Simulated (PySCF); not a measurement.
# SnF: bond curves at several levels of theory

What are the lowest state that PBE0 finds, the bond length, vibrational wavenumber and bond energy of SnF, and how much do these hang on the method?

Program: PySCF 2.14.0. Level of theory: Sn def2-SVPD with ECP28, F def2-SVPD, scalar-relativistic core potentials. These are calculated values, not measurements.

## Step 1: Input

Settings of the job:

| Item | Value |
| --- | --- |
| atoms | Sn, F |
| charge | 0 |
| basis | Sn def2-SVPD with ECP28, F def2-SVPD |
| Hamiltonian | scalar-relativistic core potentials |
| basis functions | 55 |
| electrons treated | 31 |
| masses in u | 119.9022, 18.9984 |
| levels | PBE0, PBE, r²SCAN, revPBE, B2PLYP, B3LYP, HSE06, HF, MP2, SCS-MP2, CCSD, CCSD(T) |
| grid | 80 radial by 434 angular points |
| occupations | held fixed by the projection of orbital angular momentum |
| dissociation limit | Sn + F, each in its ground configuration |
| starting distance in angstrom | 1.965 |
| values of 2S to try | 1, 3 |

On the command line:

```bash
$ OMP_NUM_THREADS=1 python dia.py task.json out
```

Further steps of the session: First curve: PBE0; Other states along the same grid; PBE; r²SCAN (meta-GGA); revPBE (GGA); B2PLYP (double hybrid); B3LYP (global hybrid GGA); HSE06 (range-separated hybrid); UHF (mean field); Adding correlation.

**Question.** What will these runs give? Wanted: for each run, Re; ωe; De; μ.

**Answer**, as computed:

Lowest PBE0 solution found, without spin–orbit coupling: ²Π (doublet), unpaired electrons π ↑. State 2 has its PBE0 minimum 3.91 eV higher. The other levels ran on the lowest alone.

| level | Re (Å) | ωe (cm⁻¹) | De (eV) | μ (D) |
| --- | --- | --- | --- | --- |
| UHF | 1.965 | 587 | 3.06 | -3.12 |
| UHF-MP2 | 1.994 | 560 | 5.06 | n/a |
| UHF-SCS-MP2 | 1.995 | 557 | 4.90 | n/a |
| UHF-CCSD | 1.989 | 565 | 4.64 | n/a |
| UHF-CCSD(T) | 1.994 | 558 | 4.76 | n/a |
| PBE | 2.013 | 534 | 5.23 | -2.96 |
| revPBE | 2.024 | 523 | 4.99 | -3.01 |
| r²SCAN | 1.987 | 562 | 4.98 | -2.86 |
| B3LYP | 2.001 | 548 | 4.97 | -3.14 |
| PBE0 | 1.987 | 562 | 4.83 | -3.02 |
| HSE06 | 1.988 | 562 | 4.86 | -3.02 |
| B2PLYP | 1.997 | 552 | 4.97 | -3.29 |

De is counted to Sn + F in their ground configurations. A positive dipole means Sn(−)F(+).

Differences from CCSD(T) in the same basis:

| level | Re (mÅ) | ωe (%) |
| --- | --- | --- |
| UHF | -29 | +5.3 |
| UHF-MP2 | -1 | +0.4 |
| UHF-SCS-MP2 | +1 | -0.1 |
| UHF-CCSD | -6 | +1.3 |
| PBE | +19 | -4.3 |
| revPBE | +30 | -6.2 |
| r²SCAN | -8 | +0.7 |
| B3LYP | +7 | -1.8 |
| PBE0 | -7 | +0.8 |
| HSE06 | -7 | +0.8 |
| B2PLYP | +3 | -1.0 |

In words: Judged by CCSD(T) in the same basis: best bond length UHF-MP2 and UHF-SCS-MP2 (1 mÅ off), worst revPBE (+30 mÅ); best wavenumber UHF-SCS-MP2 (-0.1 %), worst revPBE (-6.2 %). Hartree–Fock falls on the short and stiff side, its usual fault. PBE has the long and soft bond that GGAs tend to give. CCSD(T) in a basis this small is itself some way from its limit, more so than the functionals. Among the levels with a De in the table, it runs from 3.06 eV (UHF) to 5.23 eV (PBE).

Correlated steps freeze 5 core orbitals. These are scalar-relativistic numbers at best; spin–orbit coupling would shift them, the dissociation energy most. B2PLYP dipoles, levels and charges come from its SCF part alone.
